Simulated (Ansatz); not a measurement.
**B2H6OSi: how energies converge with the basis set**

An exercise on one series of results from a longer session: the logs are not shown, and one member is left open.

Computed with Ansatz 0.2.0, Gaussian basis. Level: one geometry, several basis sets.

Levels to be run: PBE0-D4/def2-SVP; ωB97M-V/def2-SVP; PBE0-D4/def2-QZVPP; ωB97M-V/def2-QZVPP; the functionals' def2-TZVPP values are taken from earlier runs.

### The relaxed structure

An earlier PBE0-D4 in a triple-zeta def2 set relaxation fixed the geometry.

SMILES `BOB[SiH3]`, 10 atoms, charge 0, spin multiplicity 1.

Atoms are counted from 1 here; the program's logs count them from 0.

Bond lengths: B1–O2 1.368 Å, B1–H5 1.199 Å, B1–H6 1.195 Å, O2–B3 1.368 Å, B3–Si4 2.028 Å, B3–H7 1.204 Å, Si4–H8 1.491 Å, Si4–H9 1.487 Å, Si4–H10 1.491 Å. Angles: O2–B1–H5 119.5°, O2–B1–H6 117.3°, H5–B1–H6 123.2°, B1–O2–B3 124.7°, O2–B3–Si4 120.4°, O2–B3–H7 118.1°, Si4–B3–H7 121.5°, B3–Si4–H8 109.1°, B3–Si4–H9 113.8°, B3–Si4–H10 109.1°, H8–Si4–H9 108.8°, H8–Si4–H10 107.1°, H9–Si4–H10 108.7°.

The first run:

in.yaml reads:

```yaml
crystal:
  periodic: [false, false, false]
  atoms:
    - {symbol: B, position_ang: [-0.804570, 1.660282, -1.422405]}
    - {symbol: O, position_ang: [-0.625398, 0.852884, -0.333247]}
    - {symbol: B, position_ang: [0.292923, -0.158562, -0.255687]}
    - {symbol: Si, position_ang: [0.446863, -1.279431, 1.427442]}
    - {symbol: H, position_ang: [-0.122960, 1.499957, -2.395469]}
    - {symbol: H, position_ang: [-1.648890, 2.502901, -1.347363]}
    - {symbol: H, position_ang: [0.997834, -0.358286, -1.211657]}
    - {symbol: H, position_ang: [0.220814, -2.712419, 1.082335]}
    - {symbol: H, position_ang: [-0.508635, -0.889078, 2.498440]}
    - {symbol: H, position_ang: [1.835219, -1.169446, 1.960511]}
basis:
  gaussian: {orbitals: def2-SVP}
hamiltonian: {xc: pbe0, dispersion: d4}
output: {orbitals: {seedname: orbitals}}
```

On the command line:

```console
$ ansatz run in.yaml --threads 2 --pin off --events-out ev --progress --plain --max-ram 4352MiB
```

Among the steps run: PBE0-D4 in def2-SVP; ωB97M-V in def2-SVP; PBE0-D4 in def2-QZVPP; ωB97M-V in def2-QZVPP.

One table of the session follows, with a row left open; its other results are not shown here.

It belongs to the step «Functionals by basis». 

| functional | basis | HOMO (eV) | LUMO (eV) |
| --- | --- | --- | --- |
| PBE0-D4 | def2-SVP | -7.99 | -1.97 |
| PBE0-D4 | def2-TZVPP | ? | ? |
| PBE0-D4 | def2-QZVPP | -8.00 | -1.98 |
| ωB97M-V | def2-SVP | -10.15 | 0.11 |
| ωB97M-V | def2-TZVPP | -10.20 | 0.04 |
| ωB97M-V | def2-QZVPP | -10.21 | 0.01 |

**Question.** Estimate the row for PBE0-D4, def2-TZVPP.

**Answer.** HOMO (eV): -8.00; LUMO (eV): -1.97.
